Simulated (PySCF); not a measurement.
# C3H5BrSi: the cost of one run

Computed with PySCF 2.14.0, with density-fitted response routines of our own, on a single molecule in the gas phase. Atoms count from 0, in the outputs and in this text.

### Step 1. The molecule as given

10 atoms, charge 0, multiplicity 1; geometry from: GFN2-xTB. The atoms were then displaced at random by about 0.01 Å, so the start is not that level's minimum.

Bonds of the start (Å): C0–C1 1.22, C1–Si2 1.85, Si2–C3 1.84, Si2–Br4 2.25, C0–H5 1.04, Si2–H6 1.47, C3–H7 1.09, C3–H8 1.07, C3–H9 1.12.

### Step 2. Geometry optimisation at PBE0-D3(BJ)/def2-SVP

What the job is given:

```
{"job": {"xc": "PBE0", "basis": "def2-SVP", "d3": "d3bj", "grid": 1, "shake": 0.01, "kind": "geom"}, "charge": 0, "multiplicity": 1}
C      2.496630     0.113170    -0.691040
C      1.479920     0.119220    -0.016710
Si    -0.041270     0.045470     1.040100
C     -1.561380     0.103630     0.000240
Br     0.045780    -1.949760     2.071080
H      3.336940     0.163330    -1.296900
H      0.045070     1.038400     2.115120
H     -1.651230     1.043580    -0.546000
H     -1.615260    -0.702540    -0.703040
H     -2.484770     0.004580     0.634860
```

Launch:

```
$ OMP_NUM_THREADS=1 python probes_run.py task.json out
```

The driver reads the jobs from task.json and runs them one after another.

Q: Estimate the wall time and peak memory of this first job on 1 thread of Arm Neoverse V1, shared host.

About 59 s, with a peak of 0.48 GiB.
